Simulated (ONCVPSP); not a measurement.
# An ONCV potential for Cl, from input to tests

Do these settings give a usable potential? It is generated, then checked for transferability, scattering, ghosts and hardness.

Program: ONCVPSP 4.0.1.1 (patched build). Reference atom: PBEsol, scalar-relativistic, spherical and spin-unpolarised. All values are calculated.

### 1 Starting point

The settings as typed:

```
element                 : chlorine (Cl, Z = 17)
type                    : optimised norm-conserving Vanderbilt (ONCV)
frozen core             : [Ne]
valence charge          : 7
reference configuration : 3s2 3p4 (charge +1)
partial waves           : 3s: rc 1.25 bohr, ncon 4, nbas 7, qcut 4 1/bohr, 2 projectors, debl 2.1 Ha; 3p: rc 1.20 bohr, ncon 4, nbas 7, qcut 5.9 1/bohr, 2 projectors, debl 1.3 Ha; d scattering state at 0.42 Ha: rc 1.15 bohr, ncon 3, nbas 6, qcut 9.5 1/bohr, 3 projectors, debl 1.9 Ha
local potential         : polynomial inside 1.00 bohr (lpopt 5, dvloc0 0 Ha)
core correction         : not asked for
```

The outer shells as boxes (Hund's rule for the drawing; the calculation is spin-unpolarised):

```
[Ne] core
3s [↑↓]
3p [↑↓][↑ ][↑ ]
```

The nodes and maxima of the atom's own shells, from an earlier all-electron run, set the scale for the radii.

All-electron outer shells of the reference configuration (PBEsol, scalar-relativistic, ld1.x):

```json
{"shell": "2s", "level (eV)": "-265.00", "outermost node (bohr)": "0.12", "outermost maximum (bohr)": "0.36"}
{"shell": "2p", "level (eV)": "-204.26", "outermost node (bohr)": "–", "outermost maximum (bohr)": "0.30"}
{"shell": "3s", "level (eV)": "-32.01", "outermost node (bohr)": "0.55", "outermost maximum (bohr)": "1.27"}
{"shell": "3p", "level (eV)": "-19.38", "outermost node (bohr)": "0.53", "outermost maximum (bohr)": "1.39"}
```

### 2 Generating the potential

Input file Cl.dat:

```
# ATOM AND REFERENCE CONFIGURATION
# atsym  z   nc   nv     iexc    psfile
  Cl 17.00    3    2  -116133      upf
#
#   n    l    f
    1    0    2.00
    2    0    2.00
    2    1    6.00
    3    0    2.00
    3    1    4.00
#
# PSEUDOPOTENTIAL AND OPTIMIZATION
# lmax
    2
#
#   l,   rc,      ep,       ncon, nbas, qcut
    0    1.25    0.00    4    7    4.00
    1    1.20    0.00    4    7    5.90
    2    1.15    0.42    3    6    9.50
#
# LOCAL POTENTIAL
# lloc, lpopt,  rc(5),   dvloc0
    4    5    1.00    0.00
#
# VANDERBILT-KLEINMAN-BYLANDER PROJECTORs
# l, nproj, debl
    0    2    2.10
    1    2    1.30
    2    3    1.90
#
# MODEL CORE CHARGE
# icmod, fcfact, rcfact
    0    0.00    0.00
#
# LOG DERIVATIVE ANALYSIS
# epsh1, epsh2, depsh
   -3.00    5.00    0.02
#
# OUTPUT GRID
# rlmax, drl
    6.00    0.01
#
# TEST CONFIGURATIONS
# ncnf
    4
# nvcnf
#   n    l    f
    2
    3    0    2.00
    3    1    5.00
#
    2
    3    0    2.00
    3    1    3.00
#
    2
    3    0    2.00
    3    1    2.00
#
    2
    3    0    2.00
    3    1    4.50
#
```

Launch:

```sh
$ oncvpsp.x < Cl.dat > Cl.out
```

**Question.** What will these runs give? Wanted: cutoffs for 1 and 0.1 mHa per electron, occupied waves; bound ghosts; GHOST(+) flags; largest test error; largest phase difference near zero energy, channels read.

The runs gave:

| quantity | value |
| --- | --- |
| cutoffs for 1 and 0.1 mHa per electron, occupied waves | 60 Ha and 76 Ha |
| bound ghosts | none found |
| GHOST(+) flags | s at 194 eV (1 near or above the test basis's cutoff) |
| largest test error (AE − PS) | +42 meV, for 3s2 3p2 |
| largest phase difference near zero energy, channels read | 0.000 rad |

What this shows: The worst unpolarised test, 3s2 3p2, is off by 42 meV on 63.7 eV; by total energies transferability rates as fair. That test lies far up in energy; among those under 40 eV, nearer to bonding, the largest error is 5.2 meV. The potential is hard: the looser tolerance needs 60 Ha. At the looser tolerance the 3s wave is the slowest; 3p needs 11 Ha. It is free of bound ghosts as far as tested. Near zero energy the phases of the channels with partial waves agree within 0.001 rad. The program also flags highly localised states, GHOST(+) (s).
